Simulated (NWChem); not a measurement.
# GeH3O3 (SMILES [OH][Ge]([OH])[OH]): levels of theory compared

We compute a comparison of 3 runs (UHF/STO-3G, UHF/3-21G, UB3LYP/6-31G*) of GeH3O3. 

Program for the calculation: NWChem 7.3.0.

## Step 1: Starting point

The species is GeH3O3 (7 atoms), meant as a doublet with charge 0. As SMILES, `[OH][Ge]([OH])[OH]`. The coordinates come from a PBE0-D4/def2-TZVP relaxation. This is one conformer, not always the lowest.

Bond lengths: O1–Ge2 1.778 Å, Ge2–O3 1.778 Å, Ge2–O4 1.778 Å, O1–H5 0.962 Å, O3–H6 0.962 Å, O4–H7 0.962 Å. Angles: O1–Ge2–O3 106.7°, O1–Ge2–O4 106.7°, O3–Ge2–O4 106.7°, Ge2–O1–H5 112.6°, Ge2–O3–H6 112.6°, Ge2–O4–H7 112.6°.

## Step 2: Energy and forces at UHF/STO-3G (run 1)

Input file a.nw:

```
start a
title "GeH3O3"
memory total 2200 mb
geometry noautosym nocenter noautoz
O     -1.386500     0.798200    -0.370800
Ge     0.328700     0.369000    -0.186000
O      0.588300     0.035800     1.540700
O      0.565000    -1.170000    -1.043900
H     -1.665900     1.479800     0.247600
H      1.412900    -0.430200     1.707700
H      0.218600    -1.150500    -1.940900
end
basis "ao basis" spherical bse
* library STO-3G
end
scf
doublet
uhf
thresh 1e-08
maxiter 80
end
task scf gradient
```

Command:

```
$ nwchem a.nw > a.out
```

The program printed:

```text
[...]
  functions       =    36
[...]
  wavefunction    = UHF
[...]
         Total SCF energy =  -2275.010657496012
      One electron energy =  -3806.583217666612
      Two electron energy =   1224.154722959654
 Nuclear repulsion energy =    307.417837210945
                       Sz =      0.5000
                 Sz(Sz+1) =      0.7500
                      S^2 =      0.7662
[...]
                         UHF ENERGY GRADIENTS
    atom               coordinates                        gradient
                 x          y          z           x          y          z
   1 O      -2.620105   1.508379  -0.700710   -0.029201   0.036410   0.019393
   2 Ge      0.621153   0.697309  -0.351489    0.008881   0.010528  -0.004940
   3 O       1.111726   0.067652   2.911501    0.039079  -0.017851   0.026641
   4 O       1.067695  -2.210979  -1.972685   -0.006566  -0.014666  -0.047990
   5 H      -3.148095   2.796417   0.467896    0.001390  -0.020897  -0.021915
   6 H       2.669994  -0.812960   3.227085   -0.026604   0.014363   0.002535
   7 H       0.413094  -2.174130  -3.667769    0.013021  -0.007887   0.026276
[...]
```

Run time: 3.3 s. Hardware: 1 thread of Intel Xeon 6975P-C (Granite Rapids), shared host; peak memory 0.1 GiB.

## Step 3: Energy and forces at UHF/3-21G (run 2)

Input file run.py:

```python
from ase import Atoms
from ase.calculators.nwchem import NWChem

system = Atoms(['O', 'Ge', 'O', 'O', 'H', 'H', 'H'], positions=[
    [-1.386500, 0.798200, -0.370800],
    [0.328700, 0.369000, -0.186000],
    [0.588300, 0.035800, 1.540700],
    [0.565000, -1.170000, -1.043900],
    [-1.665900, 1.479800, 0.247600],
    [1.412900, -0.430200, 1.707700],
    [0.218600, -1.150500, -1.940900],
])

calc = NWChem(
    label='geh3o3',
    theory='scf',
    memory='2200 mb',
    basis='3-21G',
    basispar='spherical bse',
    scf={'nopen': '1', 'uhf': None, 'thresh': '1e-08', 'maxiter': '80', 'print': 'low'},
)
system.calc = calc

forces = system.get_forces()
print(f"energy = {system.get_potential_energy():.6f} eV")
print("forces (eV/A):")
for s, f in zip(system.symbols, forces):
    print(f"{s:2s} {f[0]:10.5f} {f[1]:10.5f} {f[2]:10.5f}")
```

Command:

```
$ export ASE_NWCHEM_COMMAND="nwchem PREFIX.nwi > PREFIX.nwo"
$ python run.py
```

The program printed:

```text
energy = -62327.534264 eV
forces (eV/A):
O     1.61512   -0.18039    0.15982
Ge   -1.02644   -1.21495    0.57279
O    -0.03738    0.38783   -1.58370
O    -0.12814    1.50862    0.61532
H    -0.54399    0.17391    0.07991
H     0.16224   -0.21957    0.50851
H    -0.04139   -0.45545   -0.35276
```

The calculator wrote geh3o3.nwi:

```
title "geh3o3"

permanent_dir geh3o3

scratch_dir geh3o3

start geh3o3

geometry units angstrom nocenter noautosym noautoz
  O  -1.3865000000000001e+00 7.9820000000000002e-01 -3.7080000000000002e-01
  Ge 3.2869999999999999e-01 3.6899999999999999e-01 -1.8600000000000000e-01
  O  5.8830000000000005e-01 3.5799999999999998e-02 1.5407000000000000e+00
  O  5.6499999999999995e-01 -1.1699999999999999e+00 -1.0439000000000001e+00
  H  -1.6658999999999999e+00 1.4798000000000000e+00 2.4759999999999999e-01
  H  1.4129000000000000e+00 -4.3020000000000003e-01 1.7077000000000000e+00
  H  2.1859999999999999e-01 -1.1505000000000001e+00 -1.9409000000000001e+00
end

memory 2200 mb

basis spherical bse noprint
   * library 3-21G
end

scf
  nopen 1
  uhf
  thresh 1e-08
  maxiter 80
  print low
end

task scf gradient
```

geh3o3.nwo:

```text
Northwest Computational Chemistry Package (NWChem) 7.3.0
             --------------------------------------------------------

           Job information
           ---------------

    nwchem branch   = 7.3.0
    use scalapack   = T
    input           = geh3o3.nwi
    prefix          = geh3o3.
    data base       = geh3o3/geh3o3.db
    status          = startup
    nproc           =        1

           Memory information
           ------------------

    heap     =     72089600 doubles =      550.0 Mbytes
    stack    =     72089597 doubles =      550.0 Mbytes
    global   =    144179200 doubles =     1100.0 Mbytes (distinct from heap & stack)
    total    =    288358397 doubles =     2200.0 Mbytes
    verify   = yes
    hardfail = no

[... 39 lines left out ...]
            Nuclear Dipole moment (a.u.)
[... 68 lines left out ...]
       Final UHF  results
[... 2 lines left out ...]
         Total SCF energy =  -2290.494655735143
      One electron energy =  -3807.790546509827
      Two electron energy =   1209.878053563738
 Nuclear repulsion energy =    307.417837210945
[... 5 lines left out ...]
        Time for solution =      2.7s

                              NWChem Gradients Module
                              -----------------------

                         UHF ENERGY GRADIENTS

    atom               coordinates                        gradient
                 x          y          z           x          y          z
   1 O      -2.620105   1.508379  -0.700710   -0.031409   0.003508  -0.003108
   2 Ge      0.621153   0.697309  -0.351489    0.019961   0.023627  -0.011139
   3 O       1.111726   0.067652   2.911501    0.000727  -0.007542   0.030798
   4 O       1.067695  -2.210979  -1.972685    0.002492  -0.029338  -0.011966
   5 H      -3.148095   2.796417   0.467896    0.010579  -0.003382  -0.001554
   6 H       2.669994  -0.812960   3.227085   -0.003155   0.004270  -0.009889
   7 H       0.413094  -2.174130  -3.667769    0.000805   0.008857   0.006860

 Task  times  cpu:        3.3s     wall:        3.3s
 Total times  cpu:        3.3s     wall:        3.3s
```

Wall time 4.2 s (1 thread of Intel Xeon 6975P-C (Granite Rapids), shared host); peak memory 0.1 GiB.

## Step 4: Energy and forces at UB3LYP/6-31G(d) (Cartesian functions) (run 3)

Input file nw.nw:

```
START nw
memory total 2200 mb
charge 0

GEOMETRY noautosym nocenter noautoz
   O     -1.386500     0.798200    -0.370800
   Ge     0.328700     0.369000    -0.186000
   O      0.588300     0.035800     1.540700
   O      0.565000    -1.170000    -1.043900
   H     -1.665900     1.479800     0.247600
   H      1.412900    -0.430200     1.707700
   H      0.218600    -1.150500    -1.940900
END

BASIS cartesian
   * library 6-31G*
END

DFT
   xc b3lyp
   mult 2
   grid xfine
   convergence energy 1e-08
   maxiter 100
   mulliken
   print medium
END

TASK dft gradient
```

Command:

```
$ nwchem nw.nw > nw.out
```

The program printed:

```text
[...]
          Wavefunction type:  spin polarized.
          No. of atoms     :     7
          No. of electrons :    59
[...]
          Charge           :     0
          Spin multiplicity:     2
[...]
          AO basis - number of functions:    86
[...]
              XC Information
              --------------
                         B3LYP Method XC Potential
                     Hartree-Fock (Exact) Exchange  0.200
                        Slater Exchange Functional  0.800 local
                    Becke 1988 Exchange Functional  0.720 non-local
              Lee-Yang-Parr Correlation Functional  0.810
                  VWN I RPA Correlation Functional  0.190 local
[...]
 d= 0,ls=0.0,diis     1  -2304.1170586644 -2.61D+03  1.12D-02  4.92D-01     3.6
[...]
 d= 0,ls=0.0,diis    10  -2304.2546184084 -7.34D-09  6.88D-07  4.54D-09    34.3
[...]
         Total DFT energy =    -2304.254618408359
      One electron energy =    -3819.739546000059
           Coulomb energy =     1314.093251935061
    Exchange-Corr. energy =     -106.026161554306
 Nuclear repulsion energy =      307.417837210945
[...]
      Total Density - Mulliken Population Analysis
     ---------------------------------------------
    Atom       Charge   Shell Charges
 -----------   ------   -------------------------------------------------------
    1 O    8     8.67   1.99  0.91  2.90  0.93  1.89  0.04
    2 Ge  32    31.26   2.00  1.99  6.00  1.93  5.99  1.30  1.47  0.21  0.22  6.94  2.96  0.25
    3 O    8     8.67   1.99  0.91  2.90  0.93  1.89  0.04
    4 O    8     8.67   1.99  0.91  2.90  0.93  1.89  0.04
    5 H    1     0.58   0.47  0.11
    6 H    1     0.58   0.47  0.11
    7 H    1     0.58   0.47  0.11
[...]
      <S2> =      0.7530 (Exact =     0.7500)
[...]
  wavefunction    = open shell
                         DFT ENERGY GRADIENTS
    atom               coordinates                        gradient
                 x          y          z           x          y          z
   1 O      -2.620105   1.508379  -0.700710    0.009495   0.004344   0.007989
   2 Ge      0.621153   0.697309  -0.351489   -0.008239  -0.009747   0.004676
   3 O       1.111726   0.067652   2.911501    0.007129  -0.002543  -0.010805
   4 O       1.067695  -2.210979  -1.972685   -0.005405   0.011458  -0.003567
   5 H      -3.148095   2.796417   0.467896    0.001449  -0.006509  -0.006345
   6 H       2.669994  -0.812960   3.227085   -0.008098   0.004417  -0.000313
   7 H       0.413094  -2.174130  -3.667769    0.003670  -0.001420   0.008365
[...]
```

It took 41 s on 1 thread of Intel Xeon 6975P-C (Granite Rapids), shared host; peak memory 0.14 GiB.

## Step 5: All runs side by side

```tsv
run	level	Cartesian functions	iteration cap	energy (Eh)	dipole moment (D)	HOMO energy (eV)	LUMO energy (eV)	wall time
1	UHF/STO-3G	no	80	-2275.010657	2.04	-5.96	4.90	3.3 s
2	UHF/3-21G	no	80	-2290.494656	–	–	–	4.2 s
3	UB3LYP/6-31G* (Cartesian functions)	yes	100	-2304.254618	1.54	-5.95	-3.28	41 s
```

## Step 6: Summary of results

| quantity | value |
| --- | --- |
| run 3: total energy | -2304.25462 Eh |
| run 3: dipole moment | 1.54 D |
| run 3: HOMO energy (highest over α and β) | -5.95 eV |
| run 3: LUMO energy (lowest over α and β) | -3.28 eV |
| run 3: ⟨S²⟩ | 0.753 |
| run 3: largest force on an atom | 0.699 eV/Å |

In words: In run 1 the basis is minimal, so the values are rough. All runs together took 49 s, the longest 41 s.
